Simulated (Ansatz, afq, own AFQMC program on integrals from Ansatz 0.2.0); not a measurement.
# GeHO (doublet): quantum Monte Carlo beside coupled cluster at angle O2–Ge1–H3 = 101.1°, cc-pVDZ

How near does AFQMC come to the top of the ladder for GeHO (doublet)?

The runs use Ansatz 0.2.0, Gaussian basis, and an in-house AFQMC program (afq) on its integrals; all values are calculated; cc-pVDZ, frozen cores.

To be run: PBE (unrestricted); r2SCAN (unrestricted); PBE0 (unrestricted); B3LYP (unrestricted); wB97M-V (unrestricted); B2PLYP (unrestricted); CCSD(T) on UHF; CCSDT(Q) on UHF; Phaseless AFQMC, CISD trial on UHF; Phaseless AFQMC, single-determinant trial on UHF.

11 further runs of the same task are left out: 3 that didn't finish, 8 set aside as unsound or not needed.

### 1 What is computed

The geometry derives from a PBE0/def2-TZVP stationary point (not a proven minimum). One angle is set to the value named; bond lengths are kept. No spin-orbit coupling is included. The filled d shell of Ge may be among the frozen orbitals whatever the setting's name suggests; the logs give the count.

3 atoms, charge 0, spin multiplicity 2.

Atoms are counted from 1 here; the program's logs count them from 0.

Bond lengths: Ge1–O2 1.651 Å, Ge1–H3 1.599 Å. Angles: O2–Ge1–H3 101.1°.

### 2 PBE (unrestricted)

in.yaml

```yaml
crystal:
  periodic: [false, false, false]
  atoms:
    - {symbol: Ge, position_ang: [0.000000, -0.071265, 0.282965]}
    - {symbol: O, position_ang: [0.000000, 0.234502, -1.339893]}
    - {symbol: H, position_ang: [0.000000, 1.413576, 0.875962]}
basis:
  gaussian: {orbitals: cc-pVDZ}
magnetization: {spin_polarized: true, initial_magnetization: 1}
hamiltonian: {xc: {name: PBE}}
output: {orbitals: {seedname: orbitals}}
```

The run is started by

```
> ansatz run in.yaml --threads 1 --pin off --events-out ev --progress --plain --max-ram 1382MiB
```

The log of the run:

```text
Functional definition: PBE
  name "PBE"
  cite "Perdew, Burke & Ernzerhof, Phys. Rev. Lett. 77, 3865 (1996) doi:10.1103/PhysRevLett.77.3865"
  parent pbe
  parameter kappa = 0.804
  parameter beta = 0.06672455060314922
  exchange = pbe_x(kappa = kappa, mu = beta*pi^2/3)
  correlation = pbe_c(beta = beta)
568 factors; their error is unknown
mean field evaluation 1: about -58557.7370 eV, gradient 4.9e1 eV
mean field evaluation 2: about -58382.9574 eV, gradient 1.4e2 eV
mean field evaluation 4: about -58564.8684 eV, gradient 2.5e1 eV
mean field evaluation 8: about -58568.3143 eV, gradient 1.8e-1 eV
mean field evaluation 16: about -58568.2984 eV, gradient 8.8e-5 eV
mean field -58568.29843907 eV, -2152.3452686172 hartree, gradient 8.8e-5 eV, S^2 0.754842; 0 other end points of the search recorded, 0 dependent functions left out
reference -58568.29846384 eV, -2152.3452695275 hartree; 21, 20 occupied and 25, 26 virtual orbitals, 568 factors
Total energy: -58568.29846384 eV, -2152.3452695275 hartree
```

Run time: 0.93 s. Hardware: 1 thread of Arm Neoverse V2, shared host.

From the report: ⟨S²⟩ of the determinant 0.755 (pure doublet: 0.75).

### 3 r2SCAN (unrestricted)

in.yaml: that of step 2 with these lines changed.

```diff
@@ -9,3 +9,2 @@
 magnetization: {spin_polarized: true, initial_magnetization: 1}
-hamiltonian: {xc: {name: PBE}}
-output: {orbitals: {seedname: orbitals}}
+hamiltonian: {xc: {name: r2SCAN}}
```

The command is unchanged.

The log of the run:

```text
Functional definition: r2SCAN
  name "r2SCAN"
  cite "Furness, Kaplan, Ning, Perdew & Sun, J. Phys. Chem. Lett. 11, 8208 (2020) doi:10.1021/acs.jpclett.0c02405"
  cite "Furness, Kaplan, Ning, Perdew & Sun, J. Phys. Chem. Lett. 11, 9248 (2020) doi:10.1021/acs.jpclett.0c03077"
  parent r2scan
  parameter k0 = 0.174
  parameter k1 = 0.065
  parameter a1 = 4.9479
  exchange = r2scan_x(k0 = k0, k1 = k1, a1 = a1)
  correlation = r2scan_c
568 factors; their error is unknown
mean field evaluation 1: about -58568.1778 eV, gradient 4.6e1 eV
mean field evaluation 2: about -58420.7431 eV, gradient 1.3e2 eV
mean field evaluation 4: about -58576.1907 eV, gradient 1.6e1 eV
mean field evaluation 8: about -58577.5617 eV, gradient 7.2e-2 eV
mean field evaluation 16: about -58577.5498 eV, gradient 1.0e-4 eV
mean field -58577.54983351 eV, -2152.6852510923 hartree, gradient 4.5e-5 eV, S^2 0.763517; 0 other end points of the search recorded, 0 dependent functions left out
reference -58577.54984180 eV, -2152.6852513969 hartree; 21, 20 occupied and 25, 26 virtual orbitals, 568 factors
Total energy: -58577.54984180 eV, -2152.6852513969 hartree
```

It took 2.6 s on 1 thread of Arm Neoverse V2, shared host.

From the report: ⟨S²⟩ of the determinant 0.764 (pure doublet: 0.75).

### 4 PBE0 (unrestricted)

in.yaml: that of step 3 with these lines changed.

```diff
@@ -9,2 +9,3 @@
 magnetization: {spin_polarized: true, initial_magnetization: 1}
-hamiltonian: {xc: {name: r2SCAN}}
+hamiltonian: {xc: {name: PBE0}}
+output: {orbitals: {seedname: orbitals}}
```

Launched as before.

The log of the run:

```text
Functional definition: PBE0
  name "PBE0"
  cite "Adamo & Barone, J. Chem. Phys. 110, 6158 (1999) doi:10.1063/1.478522"
  cite "Perdew, Burke & Ernzerhof, Phys. Rev. Lett. 77, 3865 (1996) doi:10.1103/PhysRevLett.77.3865"
  parent pbe
  parameter a = 0.25
  parameter kappa = 0.804
  parameter beta = 0.06672455060314922
  exchange = (1 - a)*pbe_x(kappa = kappa, mu = beta*pi^2/3) + a*exact_x
  correlation = pbe_c(beta = beta)
503 factors; integrals over basis functions are off by at most 1.2e-3 eV
mean field evaluation 1: about -58560.8228 eV, gradient 4.4e1 eV
mean field evaluation 2: about -58449.9018 eV, gradient 1.3e2 eV
mean field evaluation 4: about -58569.1439 eV, gradient 5.9e0 eV
mean field evaluation 8: about -58569.3655 eV, gradient 2.6e-1 eV
mean field evaluation 16: about -58569.3843 eV, gradient 1.4e-3 eV
mean field -58569.38430241 eV, -2152.3851733592 hartree, gradient 5.9e-5 eV, S^2 0.763874; 0 other end points of the search recorded, 0 dependent functions left out
reference -58569.38432117 eV, -2152.3851740485 hartree; 21, 20 occupied and 25, 26 virtual orbitals, 503 factors
Total energy: -58569.38432117 eV, -2152.3851740485 hartree
```

Run time: 1.6 s. Hardware: 1 thread of Arm Neoverse V2, shared host.

From the report: ⟨S²⟩ of the determinant 0.764 (pure doublet: 0.75).

### 5 B3LYP (unrestricted)

in.yaml: that of step 4 with these lines changed.

```diff
@@ -9,3 +9,2 @@
 magnetization: {spin_polarized: true, initial_magnetization: 1}
-hamiltonian: {xc: {name: PBE0}}
-output: {orbitals: {seedname: orbitals}}
+hamiltonian: {xc: {name: B3LYP}}
```

The command is unchanged.

The log of the run, shortened:

```text
Functional definition: B3LYP
  name "B3LYP"
  cite "Stephens, Devlin, Chabalowski & Frisch, J. Phys. Chem. 98, 11623 (1994) doi:10.1021/j100096a001"
  cite "Becke, Phys. Rev. A 38, 3098 (1988) doi:10.1103/PhysRevA.38.3098"
  cite "Lee, Yang & Parr, Phys. Rev. B 37, 785 (1988) doi:10.1103/PhysRevB.37.785"
  cite "Vosko, Wilk & Nusair, Can. J. Phys. 58, 1200 (1980) doi:10.1139/p80-159"
[...]
503 factors; integrals over basis functions are off by at most 1.2e-3 eV
[...]
mean field -58580.09517520 eV, -2152.7787906738 hartree, gradient 7.9e-5 eV, S^2 0.761639; 0 other end points of the search recorded, 0 dependent functions left out
reference -58580.09534573 eV, -2152.7787969410 hartree; 21, 20 occupied and 25, 26 virtual orbitals, 503 factors
Total energy: -58580.09534573 eV, -2152.7787969410 hartree
```

It took 1.5 s on 1 thread of Arm Neoverse V2, shared host.

From the report: ⟨S²⟩ of the determinant 0.762 (pure doublet: 0.75).

### 6 wB97M-V (unrestricted)

in.yaml: that of step 5 with these lines changed.

```diff
@@ -9,2 +9,3 @@
 magnetization: {spin_polarized: true, initial_magnetization: 1}
-hamiltonian: {xc: {name: B3LYP}}
+hamiltonian: {xc: {name: wB97M-V}}
+output: {orbitals: {seedname: orbitals}}
```

Same command.

The log of the run, shortened:

```text
Functional definition: wB97M-V
  name "wB97M-V"
  cite "Mardirossian & Head-Gordon, J. Chem. Phys. 144, 214110 (2016) doi:10.1063/1.4952647"
  cite "Becke, J. Chem. Phys. 107, 8554 (1997) doi:10.1063/1.475007"
  cite "Vydrov & Van Voorhis, J. Chem. Phys. 133, 244103 (2010) doi:10.1063/1.3521275"
  # Of w^i u^j: cxij and so on, Table III.
[...]
  gx(w, u) = 1 - cx + cx01*u + cx10*w
  gss(w, u) = css00 + css04*u^4 + css10*w + css20*w^2 + css43*w^4*u^3
  gos(w, u) = cos00 + cos10*w + (cos20 + cos21*u)*w^2 + (cos60 + cos61*u)*w^6
[...]
      + integral(e_c_pw_mod_opposite_spin*gos(b97_w_opposite, b97_u_opposite)) + vv10(b, c)
503 factors; integrals over basis functions are off by at most 1.2e-3 eV
127 factors; integrals over basis functions are off by at most 4.6e-6 eV
[...]
mean field -58574.94573225 eV, -2152.5895521360 hartree, gradient 3.8e-5 eV, S^2 0.764237; 0 other end points of the search recorded, 0 dependent functions left out
reference -58574.94576116 eV, -2152.5895531985 hartree; 21, 20 occupied and 25, 26 virtual orbitals, 503 factors
Total energy: -58574.94576116 eV, -2152.5895531985 hartree
```

It took 7.5 s on 1 thread of Arm Neoverse V2, shared host.

From the report: ⟨S²⟩ of the determinant 0.764 (pure doublet: 0.75).

### 7 B2PLYP (unrestricted)

in.yaml: that of step 6 with these lines changed.

```diff
@@ -9,3 +9,3 @@
 magnetization: {spin_polarized: true, initial_magnetization: 1}
-hamiltonian: {xc: {name: wB97M-V}}
-output: {orbitals: {seedname: orbitals}}
+hamiltonian: {xc: {name: B2PLYP}}
+correlation: {electrons: outside_noble_gas}
```

The command is unchanged.

The log of the run, shortened:

```text
Functional definition: B2PLYP
  name "B2PLYP"
  cite "Grimme, J. Chem. Phys. 124, 034108 (2006) doi:10.1063/1.2148954"
  cite "Becke, Phys. Rev. A 38, 3098 (1988) doi:10.1103/PhysRevA.38.3098"
  cite "Lee, Yang & Parr, Phys. Rev. B 37, 785 (1988) doi:10.1103/PhysRevB.37.785"
[...]
503 factors; integrals over basis functions are off by at most 1.2e-3 eV
[...]
mean field -58563.25874673 eV, -2152.1600633399 hartree, gradient 5.8e-6 eV, S^2 0.779777; 6 other end points of the search recorded, 0 dependent functions left out
15 core orbitals not correlated: weight in the atoms' cores, before any rotation towards them, 0.979 or more for the frozen orbitals, at most 0.022 for the correlated occupied ones
reference -58563.25885585 eV, -2152.1600673498 hartree; 6, 5 occupied and 25, 26 virtual orbitals, 503 factors
second order -8.96350098 eV of doubles, -0.00000000 eV of singles
Total energy: -58565.67900111 eV, -2152.2490060478 hartree
```

It took 3.6 s on 1 thread of Arm Neoverse V2, shared host.

From the report: ⟨S²⟩ of the determinant 0.780 (pure doublet: 0.75).

### 8 CCSD(T) on UHF

in.yaml: that of step 7 with these lines changed.

```diff
@@ -9,3 +9,2 @@
 magnetization: {spin_polarized: true, initial_magnetization: 1}
-hamiltonian: {xc: {name: B2PLYP}}
-correlation: {electrons: outside_noble_gas}
+correlation: {method: ccsd_t, electrons: outside_noble_gas, hamiltonian_folder: ham}
```

The command is unchanged.

The log of the run, shortened:

```text
Functional definition: HF
  name "HF"
  cite "Fock, Z. Phys. 61, 126 (1930) doi:10.1007/BF01340294"
  parent pbe
[...]
503 factors; integrals over basis functions are off by at most 1.2e-3 eV
[...]
mean field -58524.04459654 eV, -2150.7189699006 hartree, gradient 2.3e-6 eV, S^2 0.789515; 16 other end points of the search recorded, 0 dependent functions left out
determinant -58524.04459654 eV, -2150.7189699006 hartree, with singles and doubles -58531.33294898 eV, -2150.9868119124 hartree
determinant -58523.31264096 eV, -2150.6920710294 hartree, with singles and doubles -58531.15116507 eV, -2150.9801314770 hartree
determinant -58523.27855572 eV, -2150.6908184196 hartree, with singles and doubles -58531.27525690 eV, -2150.9846917677 hartree
determinant -58522.83574109 eV, -2150.6745452823 hartree, with singles and doubles -58529.37901663 eV, -2150.9150062231 hartree
[...]
determinant -58521.11815402 eV, -2150.6114251215 hartree, with singles and doubles -58527.53006166 eV, -2150.8470583814 hartree
determinant -58524.04459654 eV, -2150.7189699006 hartree, with singles and doubles -58531.38529979 eV, -2150.9887357693 hartree
determinant -58523.31264096 eV, -2150.6920710294 hartree, with singles and doubles -58531.26993210 eV, -2150.9844960848 hartree
determinant -58523.27855572 eV, -2150.6908184196 hartree, with singles and doubles -58531.30334429 eV, -2150.9857239604 hartree
15 core orbitals not correlated: weight in the atoms' cores, before any rotation towards them, 0.976 or more for the frozen orbitals, at most 0.025 for the correlated occupied ones
reference -58524.04459654 eV, -2150.7189699006 hartree; 6, 5 occupied and 25, 26 virtual orbitals, 503 factors
second order -6.21570089 eV of doubles, -0.00000000 eV of singles
cycle   1  -7.34070154 eV  change    1.7e-6 eV  update   2.1e-6
perturbative correction -0.25954167 eV, -0.0095379806 hartree
Total energy: -58531.64483975 eV, -2150.9982736870 hartree
```

Run time: 9 s. Hardware: 1 thread of Arm Neoverse V2, shared host.

From the report: ⟨S²⟩ of the determinant 0.790 (pure doublet: 0.75); correlation -7.6002 eV; T1 0.091; largest double amplitude 0.11.

This run also writes the integrals to the folder ham.

### 9 CCSDT(Q) on UHF

in.yaml: that of step 8 with these lines changed.

```diff
@@ -9,2 +9,2 @@
 magnetization: {spin_polarized: true, initial_magnetization: 1}
-correlation: {method: ccsd_t, electrons: outside_noble_gas, hamiltonian_folder: ham}
+correlation: {method: ccsdt_q, electrons: outside_noble_gas}
```

Same command.

The log of the run, shortened:

```text
Functional definition: HF
  name "HF"
  cite "Fock, Z. Phys. 61, 126 (1930) doi:10.1007/BF01340294"
  parent pbe
[...]
868 factors; integrals over basis functions are off by at most 1.8e-7 eV
[...]
mean field -58524.04475337 eV, -2150.7189756639 hartree, gradient 2.8e-6 eV, S^2 0.789515; 16 other end points of the search recorded, 0 dependent functions left out
determinant -58524.04475337 eV, -2150.7189756639 hartree, with singles and doubles -58531.33311302 eV, -2150.9868179410 hartree
determinant -58523.31280106 eV, -2150.6920769127 hartree, with singles and doubles -58531.15132987 eV, -2150.9801375333 hartree
determinant -58523.27871894 eV, -2150.6908244179 hartree, with singles and doubles -58531.27541911 eV, -2150.9846977289 hartree
determinant -58522.83589986 eV, -2150.6745511168 hartree, with singles and doubles -58529.37918425 eV, -2150.9150123833 hartree
[...]
determinant -58524.04475337 eV, -2150.7189756639 hartree, with singles and doubles -58531.38546305 eV, -2150.9887417689 hartree
determinant -58523.31280106 eV, -2150.6920769127 hartree, with singles and doubles -58531.27009604 eV, -2150.9845021098 hartree
determinant -58523.27871894 eV, -2150.6908244179 hartree, with singles and doubles -58531.30350625 eV, -2150.9857299121 hartree
15 core orbitals not correlated: weight in the atoms' cores, before any rotation towards them, 0.976 or more for the frozen orbitals, at most 0.025 for the correlated occupied ones
reference -58524.04475337 eV, -2150.7189756639 hartree; 6, 5 occupied and 25, 26 virtual orbitals, 868 factors
second order -6.21572765 eV of doubles, -0.00000000 eV of singles
cycle   1  -6.59237361 eV  change   -3.8e-1 eV  update   1.2e-1
[...]
cycle  25  -7.67564141 eV  change   -1.1e-7 eV  update   8.2e-7
perturbative correction -0.06004261 eV, -0.0022065251 hartree
Total energy: -58531.78043738 eV, -2151.0032568081 hartree
```

Wall time 25 s (1 thread of Arm Neoverse V2, shared host); peak memory 0.26 GiB.

From the report: ⟨S²⟩ of the determinant 0.790 (pure doublet: 0.75); correlation -7.7357 eV; T1 0.102; largest double amplitude 0.15.

### 10 Phaseless AFQMC, CISD trial on UHF

It reads the integrals that the CCSD(T) run on this determinant wrote.

The run is started by

```
> afq ham --method phaseless --trial cisd --walkers 60 --populations 1 --least-time 40 --time-step 0.005 --steps-per-block 50 --equilibration-blocks 28 --max-blocks 300 --target-error 0.0004 --factor-cut 1e-05 --start spin_pure --seed 5787 --release-times 0.24,0.51,0.99,1.62,2.4 --release-step 0.03 --release-every 4 --taylor-order 6
```

The log of the run:

```text
orbitals 31  electrons 6 5  factors 240 of 503
reference energy -2150.71896990 Eh
CCSD correlation -0.26976564 Eh in 17 cycles, weight of the determinant in the CISD state 0.7287
energy of the start -2150.987888 Eh
 block  time / (1/Eh)  mean weight  energy / Eh
     1     0.250  1.0013  -2150.985056
     2     0.500  1.0000  -2150.986937
     3     0.750  1.0017  -2150.992342
     4     1.000  0.9996  -2150.990467
     5     1.250  0.9995  -2150.994188
     6     1.500  1.0030  -2150.991204
     7     1.750  1.0020  -2150.997613
     8     2.000  1.0010  -2150.993179
     9     2.250  1.0003  -2150.996177
    10     2.500  0.9985  -2150.992698
    17     4.250  0.9992  -2151.008761
    25     6.250  1.0007  -2151.002854
    33     8.250  0.9986  -2150.995127
    41    10.250  1.0026  -2151.002147
    49    12.250  0.9974  -2150.988479
    57    14.250  0.9981  -2150.996866
    65    16.250  0.9973  -2150.997806
    73    18.250  0.9974  -2150.993278
    81    20.250  1.0026  -2151.005352
    89    22.250  0.9985  -2151.002332
    97    24.250  1.0006  -2151.000537
   105    26.250  1.0011  -2151.000657
   113    28.250  1.0003  -2151.000150
   121    30.250  0.9995  -2150.997315
   129    32.250  1.0024  -2151.007297
   137    34.250  1.0007  -2151.004421
   145    36.250  0.9995  -2150.985171
   153    38.250  1.0026  -2151.020363
   161    40.250  1.0004  -2150.989765
   169    42.250  1.0004  -2150.995336
   177    44.250  1.0020  -2150.986508
   185    46.250  0.9989  -2151.001565
   193    48.250  0.9974  -2150.998977
   201    50.250  0.9995  -2150.987899
   209    52.250  1.0009  -2150.992353
   217    54.250  0.9995  -2150.998466
   225    56.250  0.9977  -2151.007459
   233    58.250  0.9978  -2151.000477
   241    60.250  0.9996  -2150.990671
   249    62.250  0.9999  -2151.012052
   257    64.250  1.0007  -2150.989164
   265    66.250  1.0010  -2150.995309
   273    68.250  1.0006  -2151.001536
   281    70.250  1.0019  -2151.011241
   289    72.250  1.0012  -2150.998968
   297    74.250  0.9965  -2151.006025
   305    76.250  1.0036  -2151.036021
   313    78.250  1.0003  -2150.998963
   321    80.250  1.0017  -2150.994089
blocks merged  error / Eh  count
     1  0.000618  300
     2  0.000760  150
     4  0.000881  75
     8  0.000926  37
    16  0.000851  18
    32  0.000874  9
released: time / (1/Eh)  energy / Eh  error  mean overlap
  0.24  -2151.000595  0.001112  1.0046
  0.51  -2150.999704  0.001078  1.0193
  0.99  -2151.001778  0.000979  1.0122
  1.62  -2151.001090  0.001176  1.0305
  2.40  -2151.004866  0.001786  1.0205
energy -2151.000610 +/- 0.000926 Eh
```

Run time: 4.7 min. Hardware: 1 thread of Arm Neoverse V2, shared host.

Energy -58531.7084 ± 0.0252 eV. Caveats: constraint bias not in the error; error above the target.

### 11 Phaseless AFQMC, single-determinant trial on UHF

It reads the integrals that the CCSD(T) run on this determinant wrote.

The run is started by

```
> afq ham --method phaseless --trial hf --walkers 120 --populations 1 --least-time 40 --time-step 0.005 --steps-per-block 20 --equilibration-blocks 112 --max-blocks 600 --target-error 0.0012000000000000001 --factor-cut 1e-05 --start spin_pure --seed 9344 --taylor-order 6
```

The log of the run:

```text
orbitals 31  electrons 6 5  factors 240 of 503
reference energy -2150.71896990 Eh
CCSD correlation -0.26976564 Eh in 17 cycles, weight of the determinant in the CISD state 0.7287
energy of the start -2150.719891 Eh
 block  time / (1/Eh)  mean weight  energy / Eh
     1     0.100  1.0007  -2150.787004
     2     0.200  1.0023  -2150.831797
     3     0.300  1.0013  -2150.867449
     4     0.400  1.0023  -2150.891808
     5     0.500  1.0014  -2150.909219
     6     0.600  1.0009  -2150.901148
     7     0.700  1.0021  -2150.916660
     8     0.800  1.0002  -2150.940913
     9     0.900  0.9995  -2150.949917
    10     1.000  1.0023  -2150.951851
    18     1.800  1.0000  -2151.000680
    35     3.500  0.9992  -2150.996605
    52     5.200  1.0014  -2150.961801
    69     6.900  1.0003  -2150.969901
    86     8.600  1.0004  -2150.974456
   103    10.300  1.0015  -2150.981605
   120    12.000  0.9984  -2150.958777
   137    13.700  1.0008  -2151.009081
   154    15.400  0.9990  -2150.972261
   171    17.100  1.0024  -2150.993744
   188    18.800  1.0007  -2150.975450
   205    20.500  0.9976  -2151.001628
   222    22.200  0.9980  -2150.992243
   239    23.900  0.9982  -2151.008889
   256    25.600  1.0023  -2151.010098
   273    27.300  0.9988  -2150.996310
   290    29.000  0.9987  -2151.010523
   307    30.700  0.9999  -2151.006991
   324    32.400  1.0012  -2151.015567
   341    34.100  0.9987  -2150.983759
   358    35.800  1.0002  -2151.006819
   375    37.500  1.0019  -2151.017249
   392    39.200  1.0004  -2151.035463
   409    40.900  1.0009  -2151.026558
   426    42.600  1.0019  -2151.021530
   443    44.300  1.0018  -2150.976572
   460    46.000  1.0019  -2150.976062
   477    47.700  1.0002  -2150.969244
   494    49.400  1.0021  -2151.039545
   511    51.100  1.0017  -2150.997521
   528    52.800  1.0007  -2151.026688
   545    54.500  0.9989  -2151.045937
   562    56.200  1.0005  -2150.999986
   579    57.900  0.9981  -2150.981543
   596    59.600  1.0004  -2151.053544
   613    61.300  1.0002  -2150.975480
   630    63.000  1.0019  -2151.014954
   647    64.700  0.9963  -2150.987442
   664    66.400  0.9988  -2151.002033
   681    68.100  0.9981  -2151.025329
   698    69.800  0.9998  -2150.990686
blocks merged  error / Eh  count
     1  0.001042  600
     2  0.001362  300
     4  0.001738  150
     8  0.002029  75
    16  0.002202  37
    32  0.002490  18
    64  0.002762  9
energy -2151.001687 +/- 0.002490 Eh
```

It took 2.9 min on 1 thread of Arm Neoverse V2, shared host.

Energy -58531.7377 ± 0.0678 eV. Caveats: constraint bias not in the error; error above the target.

### 12 All levels side by side

On the UHF determinant, counted from CCSDT(Q) (a yardstick, not exact):

| level | energy (eV) | from CCSDT(Q) (kcal/mol) | statistical error (kcal/mol) | time |
| --- | --- | --- | --- | --- |
| HF | -58524.0446 | +178.39 |  |  |
| MP2 | -58530.2603 | +35.06 |  |  |
| CCSD | -58531.3853 | +9.11 |  |  |
| CCSD(T) | -58531.6448 | +3.13 |  |  |
| CCSDT(Q) | -58531.7804 | 0.00 |  |  |
| Phaseless AFQMC, CISD trial, step 0.005, 60 walkers | -58531.7084 | +1.66 | 0.58 | 4.7 min |
| Phaseless AFQMC, single-determinant trial, step 0.005, 120 walkers | -58531.7377 | +0.99 | 1.56 | 2.9 min |

The functionals' totals stand on their own zeros and serve differences with other points: PBE -58568.298 eV; r2SCAN -58577.550 eV; PBE0 -58569.384 eV; B3LYP -58580.095 eV; wB97M-V -58574.946 eV; B2PLYP -58565.679 eV.

### 13 What came out

| quantity | value |
| --- | --- |
| CCSD(T) on UHF from CCSDT(Q) | +3.13 kcal/mol |
| Phaseless AFQMC, CISD trial on UHF from CCSDT(Q) | +1.66 ± 0.58 kcal/mol |
| Phaseless AFQMC, single-determinant trial on UHF from CCSDT(Q) | +0.99 ± 1.56 kcal/mol |

**Reading.** On UHF the phaseless walk with the CISD trial lies +1.66 kcal/mol from CCSDT(Q), within three error bars. Error bars are statistical and leave out the constraint, the time step and what remains of the start.
